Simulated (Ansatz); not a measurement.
Crystal: PtSe.

```
Pt Se
1.0
     3.70187    0.00000    0.00000
    -1.85094    3.20591    0.00000
     0.00000    0.00000    3.61284
Pt Se
1 1
Cartesian
  0.0000 0.0000 0.0000
  1.8509 1.0686 1.8064
```

The cell comes from a database or a generator and needn't be the stable form of this composition.

```yaml
Program: Ansatz 0.2.0
Task: relaxation of cell and atoms
Functional: PBE
Potentials_or_basis: Ansatz PAW
Cutoff: "420 eV (not typed: the program's choice for these potentials)"
k_mesh: 8 × 8 × 7
Occupations: fermi-dirac, width 0.05 eV
Spin: no spin polarisation
```

At the start: volume 21.44 Å³/atom.

Where does the relaxation end?

It ends after 7 steps and the volume is 19.27 Å³/atom (-10.1 %); space group P-6m2 (No. 187, to 0.05 Å).

Step by step:
| step | energy change (eV) | largest force (eV/Å) | volume (Å³) |
| --- | --- | --- | --- |
| 1 | 0.0000 | 0.0000 | 42.88 |
| 2 | -0.2111 | 0.0000 | 38.17 |
| 3 | -0.2209 | 0.0000 | 37.99 |
| 4 | -0.2334 | 0.0000 | 38.30 |
| 5 | -0.2338 | 0.0000 | 38.51 |
| 6 | -0.2338 | 0.0000 | 38.54 |
| 7 | -0.2329 | 0.0000 | 38.54 |

Final structure:
```xyz
2
Lattice="3.7427 0.0000 0.0000 -1.8714 3.2413 0.0000 0.0000 0.0000 3.1765" Properties=species:S:1:pos:R:3 pbc="T T T"
Pt    0.0000    0.0000    0.0000
Se    1.8714    1.0804    1.5883
```

Caveat: the plane-wave basis is chosen anew once the cell has moved, so the energies of steps on either side of that aren't comparable.
